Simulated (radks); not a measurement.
# Polarisabilities and dispersion coefficients of As, Ru⁺, Xe³⁺ and others

Aim: static dipole polarisabilities and C6 coefficients, each species in its NIST ground configuration. After each ground state the linear response is solved; its values go to the run's result record, not to the log. Response by self-consistent Sternheimer equations with the Hartree and adiabatic LDA kernel.

The numbers are computed with radks (a radial shooting solver on a logarithmic mesh, Libxc functionals) version 1 (non-relativistic Kohn-Sham, PBE, spin-unpolarised, spherical densities, point nucleus), except any that are marked as measured or tabulated.

**1. The atom as given**

```
species : As ([Ar] 3d10 4s2 4p3), Ru⁺ ([Kr] 4d7), Xe³⁺ ([Kr] 4d10 5s2 5p3), Zn ([Ar] 3d10 4s2), Mo⁺ ([Kr] 4d5), Fe²⁺ ([Ar] 3d6)
```

In the logs a row gives level, spin channel, occupation and eigenvalue; Etot, Ekin, Encl (electron-nucleus), Eh (Hartree) and Exc are energies, all in hartree; err is the last residual, it the number of iterations.

**2. As, [Ar] 3d10 4s2 4p3**

Input:

```text
Z 33
configuration [Ar] 3d10 4s2 4p3
relativity non-relativistic
functional pbe,pbe
spin unpolarised
nucleus point
response adiabatic LDA kernel
```

The program printed:

```text
1s      1   2.0000        -424.07454024
2s      1   2.0000         -53.17628138
2p      1   6.0000         -47.55240919
3s      1   2.0000          -6.75929238
3p      1   6.0000          -4.86085879
3d      1  10.0000          -1.53338607
4s      1   2.0000          -0.51646210
4p      1   3.0000          -0.19224902
Etot -2235.469560742221
Ekin 2234.0671122314443
Encl -5347.829714030979
Eh 960.9207208654029
Exc -82.62767980808931
err 2.7052241214680413e-09
it 14
```

4p is the highest filled level (-5.231 eV). The response step gives α = 36.98 bohr³ (53.88 without the induced potential) and C6 = 321.2 hartree bohr⁶.

From the orbitals of this run (lengths in bohr):

```
level  occupation  energy (eV)      <r>  outermost maximum (interpolated)  90 % within  nodes
   1s           2     -11539.7  0.04638                            0.0306       0.0826      0
   2s           2      -1447.0   0.2067                             0.174        0.319      1
   2p           6      -1294.0   0.1788                             0.138        0.291      0
   3s           2      -183.93   0.6092                             0.531        0.909      2
   3p           6      -132.27   0.6218                             0.525        0.953      1
   3d          10      -41.726   0.6751                             0.476         1.13      0
   4s           2      -14.054    1.973                              1.65         2.97      3
   4p           3       -5.231    2.559                              1.99         4.01      2
```

Radial density 4πr²ρ:

```
r (bohr)  4πr²ρ (e/bohr)
 0.00174          0.8371
 0.00264           1.813
 0.00396           3.756
 0.00601           7.542
 0.00911           14.13
  0.0137           23.65
  0.0208           34.34
  0.0315           40.15
  0.0473           36.78
  0.0717           32.87
   0.108           41.61
   0.164           46.18
   0.248           29.47
   0.373           26.54
   0.565           29.44
   0.850           14.06
    1.29           4.326
    1.95           2.687
    2.94           1.221
    4.45          0.2308
    6.75         0.01567
```

**3. Ru⁺, [Kr] 4d7**

Input:

```text
Z 44
configuration [Kr] 4d7
relativity non-relativistic
functional pbe,pbe
spin unpolarised
nucleus point
response adiabatic LDA kernel
```

The program printed:

```text
1s      1   2.0000        -784.18915128
2s      1   2.0000        -110.90769735
2p      1   6.0000        -102.62993768
3s      1   2.0000         -19.66702178
3p      1   6.0000         -16.41951160
3d      1  10.0000         -10.44599429
4s      1   2.0000          -2.89426447
4p      1   6.0000          -1.93133667
4d      1   7.0000          -0.46756684
Etot -4442.916179231961
Ekin 4440.9198806741115
Encl -10566.976600314809
Eh 1813.7364197413926
Exc -130.5958793326564
err 9.370542846759828e-10
it 15
```

Highest occupied level: 4d at -12.723 eV. The response step gives α = 15.97 bohr³ (24.01 without the induced potential) and C6 = 100.8 hartree bohr⁶.

**4. Xe³⁺, [Kr] 4d10 5s2 5p3**

Input: that of step 3 with these lines changed.

```diff
@@ -1,3 +1,3 @@
-Z 44
-configuration [Kr] 4d7
+Z 54
+configuration [Kr] 4d10 5s2 5p3
 relativity non-relativistic
```

The program printed:

```text
1s      1   2.0000       -1211.19935073
2s      1   2.0000        -184.72055689
2p      1   6.0000        -173.90026767
3s      1   2.0000         -38.69623078
3p      1   6.0000         -34.11980612
3d      1  10.0000         -25.61066409
4s      1   2.0000          -7.92424238
4p      1   6.0000          -6.29843339
4d      1  10.0000          -3.50464829
5s      1   2.0000          -1.76468118
5p      1   3.0000          -1.35012180
Etot -7231.812806359384
Ekin 7229.297790756736
Encl -17098.305430256296
Eh 2817.271501034701
Exc -180.0766678945256
err 6.17485337782588e-09
it 14
```

5p is the highest filled level (-36.739 eV). The response step gives α = 10.14 bohr³ (17.86 without the induced potential) and C6 = 60.65 hartree bohr⁶.

**5. Zn, [Ar] 3d10 4s2**

Input:

```text
Z 30
configuration [Ar] 3d10 4s2
relativity non-relativistic
functional pbe,pbe
spin unpolarised
nucleus point
response adiabatic LDA kernel
```

The program printed:

```text
1s      1   2.0000        -345.63278484
2s      1   2.0000         -41.60647593
2p      1   6.0000         -36.66972917
3s      1   2.0000          -4.59463829
3p      1   6.0000          -3.02709650
3d      1  10.0000          -0.38831536
4s      1   2.0000          -0.21408253
Etot -1779.1827967112217
Ekin 1777.934935292996
Encl -4260.576789129066
Eh 774.2738337798186
Exc -70.81477665497015
err 2.7649840198055317e-09
it 16
```

Highest occupied level: 4s at -5.825 eV. The response step gives α = 40.44 bohr³ (71.19 without the induced potential) and C6 = 297.2 hartree bohr⁶.

**6. Mo⁺, [Kr] 4d5**

Input:

```text
Z 42
configuration [Kr] 4d5
relativity non-relativistic
functional pbe,pbe
spin unpolarised
nucleus point
response adiabatic LDA kernel
```

The program printed:

```text
1s      1   2.0000        -710.43359830
2s      1   2.0000         -98.84926352
2p      1   6.0000         -91.06529552
3s      1   2.0000         -16.96108934
3p      1   6.0000         -13.96913671
3d      1  10.0000          -8.48818433
4s      1   2.0000          -2.47841557
4p      1   6.0000          -1.63253409
4d      1   5.0000          -0.38821318
Etot -3976.725686166108
Ekin 3974.8528554456943
Encl -9459.750837894819
Eh 1629.252295761612
Exc -121.07999947859568
err 2.9266493689980406e-09
it 14
```

4d is the highest filled level (-10.564 eV). The response step gives α = 23.21 bohr³ (33.95 without the induced potential) and C6 = 149.8 hartree bohr⁶.

**7. Fe²⁺, [Ar] 3d6**

Input: that of step 6 with these lines changed.

```diff
@@ -1,3 +1,3 @@
-Z 42
-configuration [Kr] 4d5
+Z 26
+configuration [Ar] 3d6
 relativity non-relativistic
```

The program printed:

```text
1s      1   2.0000        -255.47143347
2s      1   2.0000         -30.29482652
2p      1   6.0000         -26.23535709
3s      1   2.0000          -4.05315567
3p      1   6.0000          -2.86615436
3d      1   6.0000          -0.95126676
Etot -1262.3916536377076
Ekin 1261.4247494318213
Encl -2987.821566167694
Eh 518.7325478309251
Exc -54.72738473275993
err 1.3126015196500771e-09
it 15
```

3d is the highest filled level (-25.885 eV). The response step gives α = 4.166 bohr³ (5.179 without the induced potential) and C6 = 12.14 hartree bohr⁶.

**8. What came out**

```
species  −ε(HOMO) (eV)  α (bohr³)  α uncoupled (bohr³)  C6 (hartree bohr⁶)  C8 (hartree bohr⁸)  recommended α (bohr³)
     As          5.231      36.98                53.88               321.2                   -                     30
    Ru⁺         12.723      15.97                24.01               100.8                   -                      -
   Xe³⁺         36.739      10.14                17.86               60.65                   -                      -
     Zn          5.825      40.44                71.19               297.2               14678                  38.67
    Mo⁺         10.564      23.21                33.95               149.8                   -                      -
   Fe²⁺         25.885      4.166                5.179               12.14                   -                      -
```

Uncoupled leaves out the potential induced by the response; C6 and C8 are for like pairs. Zn is the most polarisable and Fe²⁺ the least, a factor 9.71 apart. For the pair Zn–Fe²⁺ the Casimir-Polder integral gives C6 = 50.14, the rule 2·Ca·Cb/(Ca·αb/αa + Cb·αa/αb) on the like-pair values 48.60. Against the recommended values (Schwerdtfeger and Nagle, 2023 table) the misses are As +23 %, Zn +5 %. C8 is given only where no p, d or f shell is open. For heavy and open-shell atoms this level can miss by tens of per cent.
